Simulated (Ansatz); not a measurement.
# CrAgO2 (R-3m): one cell under locks on the spin (series 3), part 2 of 3

Task: run CrAgO2 (R-3m) at one cell with the spin set up in several ways. Cell and atoms stay fixed.

Ansatz 0.2.0; DFT LDA+U (U_eff = 5 eV on Cr d), plane waves, PAW. The steps go on from the part before.

## Step 3: Site moments held (series factor 1.05; the input gives the size)

The input, input.yaml:

```yaml
crystal:
  lattice:
    - [1.49250042, 0.86169552, 6.16999799]
    - [-1.49250042, 0.86169552, 6.16999799]
    - [0.0, -1.72339103, 6.16999799]
  atoms:
    - { symbol: Cr, position: [0.5, 0.5, 0.5], spin: 2.65 }
    - { symbol: Ag, position: [0.0, 0.0, 0.0] }
    - { symbol: O, position: [0.1119, 0.1119, 0.1119] }
    - { symbol: O, position: [0.8881, 0.8881, 0.8881] }
basis:
  ecutwfc: 420
  ecutrho_ratio: 4
kpoints:
  mp_grid: { grid: [7, 7, 7] }
hamiltonian:
  xc: lda
  hubbard:
    sites:
      - { site: 0, l: d, u_eff: 5.0, starting_ns: [{ spin: up, occupation_matrix: s0up }, { spin: down, occupation_matrix: s0down }] }
    occupation_matrices:
      s0up:
        matrix:
          - [0.97, 0.0, 0.0, 0.0, 0.0]
          - [0.0, 0.37187, 0.0, 0.0, -0.45876]
          - [0.0, 0.0, 0.37243, -0.45891, 0.0]
          - [0.0, 0.0, -0.45891, 0.61757, 0.0]
          - [0.0, -0.45876, 0.0, 0.0, 0.61813]
      s0down:
        matrix:
          - [0.02, 0.0, 0.0, 0.0, 0.0]
          - [0.0, 0.02, 0.0, 0.0, 0.0]
          - [0.0, 0.0, 0.02, 0.0, 0.0]
          - [0.0, 0.0, 0.0, 0.02, 0.0]
          - [0.0, 0.0, 0.0, 0.0, 0.02]
    ns_hold: { iters: 8 }
scf:
  occupations: { method: gaussian, width: 0.05 }
  lower_state_search: "off"
  max_iter: 150
output:
  forces: true
  stress: true
  eigenvalues: true
  populations: true
  hubbard: { sites: [{ site: 0, l: d }] }
magnetization:
  spin_polarized: true
  spin_locking: { lock_spins: true }
```

The typed matrices put 0.97 on the chosen orbitals and 0.02 on the others, and are held for 8 cycles. The lock stays on to the end, so the result is a constrained state.

Launch:

```
ansatz run input.yaml --threads 2 --pin off --max-ram 3072MiB --backend cpu --events-out ev --progress --plain --runs-dir out
```

What it wrote:

```text
Warning: crystal.symmetry: narrowed to the stabiliser of the occupation matrices — unitary ops 12 → 4; lowered by the specified shell (site 0, l: d); largest admitted image defect 1.3e-15, smallest excluded 4.2e-4 — at a rounding scale rather than a splitting's, so precision (not physics) most likely lowered the group: (i) a fixed point transcribed at too few decimals — re-emit the block at full precision (to 7 decimals or more, rounded to nearest) from a symmetrised source (a converged report's `n_mat` / `n_mat_spinor`) (of a frozen-density pass: in the run whose state it reads); (ii) an ideal-frame block (an integer orbital projector, an idealised texture) on a cell whose axes stand turned off the Cartesian frame, by the skew part of `crystal.lattice` components quoted to fewer than ~8 significant digits (a pasted vc-relax cell, a converted CIF) or by a rigid turn of the whole cell — no re-emission of the block helps: idealise the lattice (type its vectors, and each `position_ang` with them, on the ideal axes at full precision, or, with the positions in fractional coordinates, give it by lengths and angles where the standard orientation, in which the cell is then laid, is the block's frame; more digits alone cure only the first) (of a frozen-density pass: in the run whose state it reads); (iii) or the lowering is deliberate and this small, and then it is physics — the group the occupation matrices admit
Warning: output.stress: scf.convergence.dr2_threshold = 1e-7 eV (the SCF's general default) is looser than the 4e-10 eV advised for a printed stress (1e-10 eV for each atom of the cell: 4). What an SCF threshold leaves in a stress goes as its square root, and in the free energy as the threshold itself, and one threshold admits the most on a small cell: of the crystals measured, under no hybrid functional and no lock of the moments, on runs that ended without the residual-converged pass, on stresses that held no estimate of that error, the worst erred by over 100 MPa in a component at 1e-7 eV an atom and by under 5 at 1e-10. Set scf.convergence.dr2_threshold to 4e-10 eV or tighter. The threshold is an SCF's pass mark: one that does not reach it within its budget of iterations ends unconverged, or closes short of it on a stop that the run arms, and scf.convergence.dr2_threshold's page says what that costs each kind of run
Warning: output.stress: the lock of the moments that magnetization.spin_locking holds to the close lets an SCF meet its threshold on dr2 anywhere within the lock's freeze window, and the stress can move with the moments there: no threshold on dr2 bounds that. The window is the square root of the freeze energy over magnetization.spin_locking.lambda. Set magnetization.spin_locking.freeze_energy_tol to 1e-7 of magnetization.spin_locking.lambda or tighter (1e-7 eV at magnetization.spin_locking.lambda's default), and hold the SCF's own gates tight with it: the threshold on dr2 and, on a non-collinear run, whose gate on the magnetisation can be let go, scf.convergence.magnetization_residual_energy_tol, under 2e-7 eV over the cell's volume in cubic angstroms (a run under these bars is not thereby shown to hold its stress)
Warning: RAYON_NUM_THREADS=2 ignored (pool sized by the plan → 2); use --threads N
basis.fft_grid_basis auto: the FFT boxes are laid along the combinations [[1, 0, -1], [0, 1, -1], [0, 0, 1]] of the cell's own vectors, 2.985, 2.985 and 6.406 Å long. The dense box has 20×20×45 points. Along the cell's own vectors, as sized, it would have 45×45×45, 5.06 times as many. Of the 12 symmetry operations that the crystal satisfies within crystal.symmetry.tolerance (time reversal apart; of a slab, those that keep its plane) the dense box along the cell's own vectors carries 12, and the one as laid loses 8 of those. basis.fft_grid_basis: typed keeps the cell's own vectors: state it where this run's energies or levels are differenced outside the engine with another run's, or held beside a run that keeps those vectors.
Cr: projections on atomic orbitals take those of the free atom [Ne] 3s2 3p6 3d5 4s1, of charge +0.00 (hamiltonian.pseudopotentials.projection_atoms); the dataset's partial waves leave at most 7.0e-7 of an orbital's norm unspanned inside its sphere
Ag: projections on atomic orbitals take those of the free atom [Ar 3d10] 4s2 4p6 4d10 5s1, of charge +0.00 (hamiltonian.pseudopotentials.projection_atoms); the dataset's partial waves leave at most 1.2e-5 of an orbital's norm unspanned inside its sphere
O: projections on atomic orbitals take those of the free atom [He] 2s2 2p4, of charge +0.00 (hamiltonian.pseudopotentials.projection_atoms); the dataset's partial waves leave at most 1.9e-8 of an orbital's norm unspanned inside its sphere
Engine: ansatz 0.2.0, aarch64-unknown-linux-gnu
Pseudopotentials: kind: paw
Pseudopotential: Cr, paw, valence charge 14, recommended cutoff 420 eV (normal), Cr.paw.azcp
Pseudopotential: Ag, paw, valence charge 19, recommended cutoff 420 eV (normal), Ag.paw.azcp
Pseudopotential: O, paw, valence charge 6, recommended cutoff 420 eV (normal), O.paw.azcp
Functional definition: SPW92
  exchange = slater_x
  correlation = pw_c
Crystal: 4 atoms, lattice volume = 47.611 Å³
Basis set: ecut = 420 eV, 915 PW (Γ), FFT grids on a1−a3, a2−a3, a3
Bands: 29, of which v1, the nominal top of the filled ones, is band 23 counted from 1 (22 counted from 0)
Symmetry: 4 space group operations
k-points: 100 of 343
Non-local potential: Cr, projectors of the file, l = 0: 3, l = 1: 2, l = 2: 3, l = 3: 1
Non-local potential: Ag, projectors of the file, l = 0: 3, l = 1: 2, l = 2: 2, l = 3: 1
Non-local potential: O, projectors of the file, l = 0: 2, l = 1: 2, l = 2: 1
PAW form: soft (Blöchl's): semilocal exchange-correlation on the pseudo side does not see the compensation charge
PAW frozen core: Cr, regenerated for the run's functional, and the local potential with it (the file was generated under x = pbe(κ = 0.804, μ = 0.2195149727645171), c = pbe(β = 0.06672455060314922))
PAW frozen core: Ag, regenerated for the run's functional, and the local potential with it (the file was generated under x = pbe(κ = 0.804, μ = 0.2195149727645171), c = pbe(β = 0.06672455060314922))
PAW frozen core: O, regenerated for the run's functional, and the local potential with it (the file was generated under x = pbe(κ = 0.804, μ = 0.2195149727645171), c = pbe(β = 0.06672455060314922))
PAW one-centre angular grid: Cr, 590 points (default); XC on 64 Gauss nodes
PAW one-centre angular grid: Ag, 590 points (default); XC on 64 Gauss nodes
PAW one-centre angular grid: O, 110 points (default); XC on 64 Gauss nodes
Initial density: superposition of atomic densities (chi_scale 0.1, normalization cell, long waves kept (reshape's long-wave potential 0.55 eV rms))
Starting moments: Σ|m| = 2.65 μB on 1 of 4 sites
Initial wavefunctions: pseudopotential atomic-orbital guess
Functional: x = slater, c = lda
SCF iter   1: F=-11886.141629 eV  HF=-11889.095036 eV  |F-HF|=2.95e0  |Δ(HF+E_count)|=         —  Δρ=5.04e-2 (↑5.04e-2 ↓4.75e-2)  dr2=4.00e0  dr2_m=3.11e-1  M=3.000 μB ∫|m|=3.159 μB  β_m=0.30  ethr=3.10e-3  ⟨swp⟩=5.1  Hψ=19759  notcnv=0
preconditioner: auto → none  [insulator: Δε(μ)=1.270 eV  Ē_g=12.221 eV  σ=0.050 eV  W_gap=1.00  n_scr=16 (ndim 8)  ℏωp=29.0 eV  f_vac=0.000  D(μ)=0.00/eV (n_scr^D=0)  ε∞_Penn≈6.6]
SCF iter   2: F=-11888.337885 eV  HF=-11888.358020 eV  |F-HF|=2.01e-2  |Δ(HF+E_count)|=   7.37e-1  Δρ=3.79e-2 (↑3.79e-2 ↓2.34e-2)  dr2=3.87e-1  dr2_m=2.52e-1  M=3.000 μB ∫|m|=3.307 μB  β_m=0.31  ethr=3.10e-3  ⟨swp⟩=2.3  Hψ=11698  notcnv=0  defer=247
SCF iter   3: F=-11888.340504 eV  HF=-11888.281064 eV  |F-HF|=5.94e-2  |Δ(HF+E_count)|=   7.70e-2  Δρ=2.07e-2 (↑2.07e-2 ↓1.77e-2)  dr2=1.54e-1  dr2_m=8.97e-2  M=3.000 μB ∫|m|=3.225 μB  β_m=0.45  ethr=8.60e-4  ⟨swp⟩=2.6  Hψ=11106  notcnv=0  defer=242
SCF iter   4: F=-11888.204662 eV  HF=-11888.293260 eV  |F-HF|=8.86e-2  |Δ(HF+E_count)|=   1.22e-2  Δρ=7.88e-3 (↑7.54e-3 ↓7.88e-3)  dr2=9.41e-2  dr2_m=1.10e-3  M=3.000 μB ∫|m|=3.215 μB  β_m=0.37  ethr=3.43e-4  ⟨swp⟩=2.4  Hψ=10155  notcnv=0  defer=242
SCF iter   5: F=-11888.272257 eV  HF=-11888.272141 eV  |F-HF|=1.17e-4  |Δ(HF+E_count)|=   2.11e-2  Δρ=2.36e-3 (↑2.36e-3 ↓2.04e-3)  dr2=1.19e-3  dr2_m=1.64e-3  M=3.000 μB ∫|m|=3.201 μB  β_m=0.48  ethr=2.09e-4  ⟨swp⟩=2.1  Hψ=9178  notcnv=0  defer=242
SCF iter   6: F=-11888.274432 eV  HF=-11888.275058 eV  |F-HF|=6.26e-4  |Δ(HF+E_count)|=   2.92e-3  Δρ=1.40e-3 (↑1.40e-3 ↓6.59e-4)  dr2=8.48e-4  dr2_m=2.95e-4  M=3.000 μB ∫|m|=3.200 μB  β_m=0.50  ethr=2.64e-6  ⟨swp⟩=2.0  Hψ=10952  notcnv=0  defer=242
SCF iter   7: F=-11888.276177 eV  HF=-11888.276281 eV  |F-HF|=1.04e-4  |Δ(HF+E_count)|=   1.22e-3  Δρ=4.32e-4 (↑4.32e-4 ↓1.57e-4)  dr2=1.17e-4  dr2_m=1.61e-5  M=3.000 μB ∫|m|=3.201 μB  β_m=0.58  ethr=1.88e-6  ⟨swp⟩=2.1  Hψ=7601  notcnv=0  defer=242
SCF iter   8: F=-11888.276499 eV  HF=-11888.276506 eV  |F-HF|=6.94e-6  |Δ(HF+E_count)|=   2.24e-4  Δρ=7.26e-5 (↑5.58e-5 ↓7.26e-5)  dr2=7.26e-6  dr2_m=5.93e-8  M=3.000 μB ∫|m|=3.202 μB  β_m=0.57  ethr=2.61e-7  ⟨swp⟩=2.4  Hψ=8782  notcnv=0  defer=242
SCF iter   9: F=-11888.276572 eV  HF=-11888.276572 eV  |F-HF|=1.52e-7  |Δ(HF+E_count)|=   6.67e-5  Δρ=1.41e-5 (↑6.63e-6 ↓1.41e-5)  dr2=1.79e-7  dr2_m=9.86e-9  M=3.000 μB ∫|m|=3.202 μB  β_m=0.57  ethr=1.61e-8  ⟨swp⟩=1.9  Hψ=8315  notcnv=0  defer=242
Mixer restart at iter 9: flushing history
[... 10 lines left out ...]
Constraint outer step 1 at iter 19: max|Δm| = 8.66e-2 μB  λ_eff = 1.000 eV/μB²  [c0 t0: gradient δμ = -1.732e-1 eV/μB]
[... 6 lines left out ...]
SCF iter  25: F=-11888.940593 eV  HF=-11888.940594 eV  |F-HF|=6.55e-7  |Δ(HF+E_count)|=   2.51e-4  Δρ=4.62e-5 (↑2.74e-5 ↓4.62e-5)  dr2=9.36e-7  dr2_m=4.70e-7  M=3.000 μB ∫|m|=3.412 μB  ethr=9.37e-9  ⟨swp⟩=2.0  Hψ=8745  notcnv=0
Constraint outer step 2 at iter 25: max|Δm| = 6.07e-2 μB  λ_eff = 1.000 eV/μB²  [c0 t0: secant δμ = -4.056e-1 eV/μB]
Mixer restart at iter 25: flushing history
SCF iter  26: F=-11888.948669 eV  HF=-11888.954530 eV  |F-HF|=5.86e-3  |Δ(HF+E_count)|=         —  Δρ=7.13e-3 (↑7.13e-3 ↓2.59e-3)  dr2=1.09e-2  dr2_m=1.02e-2  M=3.000 μB ∫|m|=3.526 μB  β_m=0.51  ethr=2.08e-9  ⟨swp⟩=5.0  Hψ=19289  notcnv=0
SCF iter  27: F=-11888.911580 eV  HF=-11888.933431 eV  |F-HF|=2.19e-2  |Δ(HF+E_count)|=   2.11e-2  Δρ=3.87e-3 (↑2.72e-3 ↓3.87e-3)  dr2=2.26e-2  dr2_m=3.13e-4  M=3.000 μB ∫|m|=3.501 μB  β_m=0.15  ethr=2.43e-5  ⟨swp⟩=2.0  Hψ=11485  notcnv=0  defer=39
SCF iter  28: F=-11888.923593 eV  HF=-11888.930223 eV  |F-HF|=6.63e-3  |Δ(HF+E_count)|=   3.21e-3  Δρ=2.86e-3 (↑9.14e-4 ↓2.86e-3)  dr2=7.10e-3  dr2_m=5.40e-4  M=3.000 μB ∫|m|=3.510 μB  β_m=0.21  ethr=2.43e-5  ⟨swp⟩=2.0  Hψ=6735  notcnv=0  defer=54
SCF iter  29: F=-11888.926050 eV  HF=-11888.925967 eV  |F-HF|=8.29e-5  |Δ(HF+E_count)|=   4.26e-3  Δρ=1.57e-3 (↑8.69e-4 ↓1.57e-3)  dr2=2.83e-4  dr2_m=6.42e-4  M=3.000 μB ∫|m|=3.522 μB  β_m=0.42  ethr=1.58e-5  ⟨swp⟩=2.0  Hψ=6855  notcnv=0  defer=54
SCF iter  30: F=-11888.915660 eV  HF=-11888.915653 eV  |F-HF|=6.65e-6  |Δ(HF+E_count)|=   1.03e-2  Δρ=2.34e-4 (↑2.34e-4 ↓1.52e-4)  dr2=3.73e-6  dr2_m=1.60e-5  M=3.000 μB ∫|m|=3.532 μB  β_m=0.50  ethr=6.29e-7  ⟨swp⟩=2.2  Hψ=8638  notcnv=0  defer=57
SCF iter  31: F=-11888.914804 eV  HF=-11888.914807 eV  |F-HF|=3.04e-6  |Δ(HF+E_count)|=   8.46e-4  Δρ=1.04e-4 (↑4.09e-5 ↓1.04e-4)  dr2=3.96e-6  dr2_m=1.62e-6  M=3.000 μB ∫|m|=3.534 μB  β_m=0.52  ethr=8.28e-9  ⟨swp⟩=2.0  Hψ=8837  notcnv=0  defer=198
SCF iter  32: F=-11888.914806 eV  HF=-11888.914808 eV  |F-HF|=1.29e-6  |Δ(HF+E_count)|=   7.31e-8  Δρ=4.43e-5 (↑4.43e-5 ↓2.59e-5)  dr2=1.47e-6  dr2_m=3.17e-7  M=3.000 μB ∫|m|=3.535 μB  β_m=0.47  ethr=8.28e-9  ⟨swp⟩=2.0  Hψ=8289  notcnv=0  defer=198
SCF iter  33: F=-11888.914822 eV  HF=-11888.914822 eV  |F-HF|=4.08e-8  |Δ(HF+E_count)|=   1.40e-5  Δρ=9.46e-6 (↑9.46e-6 ↓8.66e-6)  dr2=5.78e-8  dr2_m=2.25e-8  M=3.000 μB ∫|m|=3.535 μB  ethr=2.22e-10  ⟨swp⟩=6.6  Hψ=22810  notcnv=0
SCF 1 converged in 33 iterations: F = -11888.914822 eV  dr2 = 5.78e-8
this state was not tested for a lower state beside it, because a magnetisation constraint still acts at the end of the SCF (magnetization_constraint; see scf.lower_state_search)
SCF converged after 33 iterations
Magnetization: 3.0000 μB (24.0000 up, 21.0000 down)
Absolute magnetization: 3.5371 μB (∫|ρ↑−ρ↓|, with the PAW one-centre terms)
Spin contamination: 0.1032 ħ² per cell (⟨S²⟩ above its minimum at these occupations)
Per-site moments (μB) at R_I (Å): [(2.6482871155150685, 0.8247655154434268), (-0.008450254543236155, 0.8543981841627376), (-0.11785625633564216, 0.8247655154434268), (-0.1178562563356421, 0.8247655154434268)]
--- Magnetisation constraints (ε_frz = 1.0e-4 eV) ---
  site  kind      target   achieved (μB)  |Δ|max (μB)  g (eV/μB)  λ_eff  esc  ok   flags
  0     per_site  +2.6500  +2.6483        1.71e-3      -5.82e-1   1.000  0    yes
Free energy (F): -11888.914822 eV
Harris-Foulkes:  -11888.914822 eV  (|F-HF|=4.08e-8)
Internal energy: -11888.914822 eV  (E = F + TS)
E sigma→0 (E₀):  -11888.914822 eV
Fermi energy:    12.423810 eV
--- Per-component energies (eV) ---
  E_band       = -527.286974
  E_kinetic    = 1214.519641
  E_local      = -4614.662680  (includes V_loc(G=0)·N_el)
  E_nonlocal   = 273.198500
  E_hartree    = 1964.238608
  E_xc         = -464.474870
  E_vxc        = -595.240077  (∫ρ·V_xc dr)
  E_hubbard    = 2.529138  (on-site DFT+U / exact-exchange correction)
  E_vhub       = -5.742719  (the Hubbard potential's part of the band-sum identity)
  E_paw        = -5206.285055  (= ΣΔE_a)
  E_vpaw       = -726.311086  (= ΣTr[D̂ρ^β])
  E_aug_tail   = 0.005545  (compensation charges beyond the density's cutoff)
  E_constr_dc  = -1.541625  (∫m·b dr)
  E_ewald      = -5059.267449
  E_core_change = 1.283775  (= ΣΔE_core)
  E_smearing   = -0.000000  (= −TS)
  E_closure    = 0.000025  (closes the sum)
  E_penalty    = 0.000970  (constraint; not in F)
  Σ components = -11888.914822   (vs F -11888.914822, Δ=0.00e0)
--- Specified on-site occupations, and those of the state reported ---
  electrons in the specified blocks: 3.0500 specified, 4.3204 found
  site 0 (l=d) ↑: largest change of an orbital's occupation 0.3654; electrons 2.9500 specified, 3.7319 found; spectral distance 0.5176
  site 0 (l=d) ↓: largest change of an orbital's occupation 0.1746; electrons 0.1000 specified, 0.5885 found; spectral distance 0.2599
--- Forces (eV/Å), atoms counted from 1 ---
  atom   1  Cr     0.00000000     0.00000000    -0.00000000
  atom   2  Ag     0.00000000     0.00000000     0.00000000
  atom   3  O     -0.00000000    -0.00000070     0.15647896
  atom   4  O      0.00000000     0.00000070    -0.15647896
  max |Σ_I F_I| component: 1.02e-29 eV/Å
--- Stress (GPa, compression-positive) ---
       -3.021371      -0.000000      -0.000000
       -0.000000      -3.021382      -0.000003
       -0.000000      -0.000003      -8.479152
  P = ⅓ Tr σ = -4.8406 GPa (-48.406 kbar)
--- Band table (eV; the first three rows and the last of 200) ---
  k-point 0 ↑: bands = ["-78.9396", "-60.6628", "-42.5374", "-42.4256", "-42.4256", "-32.2925", "-32.2641", "-32.2641", "-7.0040", "-5.3840", "3.8535", "6.4459", "6.4459", "6.7972", "8.3266", "8.3266", "8.6596", "8.6596", "8.9005", "9.5212", "9.5212", "9.6527", "10.2004", "10.2004", "13.9449", "15.1556", "15.1556", "18.1403", "20.4149"]
  k-point 1 ↑: bands = ["-78.9380", "-60.6562", "-42.5356", "-42.4417", "-42.4297", "-32.2979", "-32.2868", "-32.2715", "-6.7903", "-5.3919", "4.1592", "5.9230", "6.6884", "7.0592", "8.0671", "8.3295", "8.3512", "8.6227", "9.1316", "9.1830", "9.3681", "9.7438", "10.1794", "10.5772", "14.1878", "14.7108", "15.0556", "18.9498", "20.9789"]
  k-point 2 ↑: bands = ["-78.9341", "-60.6462", "-42.5315", "-42.4779", "-42.4389", "-32.3715", "-32.2880", "-32.2738", "-6.2767", "-5.4276", "4.8569", "5.2700", "6.7880", "7.2817", "7.4663", "7.8644", "8.0567", "8.9721", "8.9996", "9.1734", "9.7384", "10.0819", "10.2994", "10.6763", "14.0883", "14.7288", "14.9298", "20.5172", "21.6738"]
  k-point 99 ↓: bands = ["-78.9439", "-56.3611", "-42.5463", "-42.4485", "-42.4366", "-28.1314", "-28.0985", "-28.0592", "-6.6435", "-5.6429", "6.4278", "6.6996", "7.1800", "8.0625", "8.1850", "8.2166", "8.4881", "8.5929", "8.7168", "10.3004", "10.5872", "14.7432", "16.5721", "16.9143", "17.2048", "17.8628", "18.0739", "18.3218", "22.2250"]
Occupation matrices written to <dir>
--- Löwdin populations: 4 sites ---
  site symbol       q [e]    m [muB]
     0     Cr     12.7256     3.1818
     1     Ag     18.4657     0.0254
     2      O      6.8025    -0.1290
     3      O      6.8025    -0.1290
  spilling = 0.004526 (of n_electrons = 45.000000)
--- Occupation matrices: 1 shell (run DFT+U table (all-electron-ortho-atomic); ε = 4.95e-3) ---
  Cr0 d_3D: site group D3d (-3m)
  Cr0 d_3D up     Tr n = 3.7319  λ = 0.385 0.385 0.987 0.987 0.987  [2× xz 0.31 Eg(1.00) | 3× z2 0.33 Eg(0.67)]
  Cr0 d_3D dn     Tr n = 0.5885  λ = 0.058 0.071 0.071 0.195 0.195  [z2 1.00 A1g(1.00) | 2× xy 0.29 Eg(1.00) | 2× xz 0.29 Eg(1.00)]
  specified occupation → Cr0 d_3D up: matrix, ‖Δ‖_F = 0.5176, Tr Δ = -0.7819, displaced = 0.3909, d_λ = 0.5176; orbital distance = 0.0006
  specified occupation → Cr0 d_3D dn: matrix, ‖Δ‖_F = 0.2599, Tr Δ = -0.4885, displaced = 0.2443, d_λ = 0.2599; orbital distance = 0.0000
  Tr n, λ and their labels are of the run-group-symmetrised matrices; stabiliser: 12 of 24 elements of G0×{1,Θ} (closed), max defect 2.4e-7 at τ = 1.0e-3
```

It took 25 s on 2 threads of Arm Neoverse V2, shared host; peak memory 0.56 GiB.

End state: a gap on the mesh of 1.50 eV, pressure -4.8 GPa, moments in spheres Cr 2.65; O -0.12 μB, largest force component 0.16 eV/Å, 4 symmetry operations imposed.

How the shells are filled (orbitals counted by the eigenvalues of the occupation matrices):

```csv
shell,channel,electrons,over 0.8,0.2 to 0.8,under 0.2
Cr 3d (atom 1),up,3.73,3,2,0
Cr 3d (atom 1),down,0.59,0,0,5
```

(Continued in part 3 of 3.)
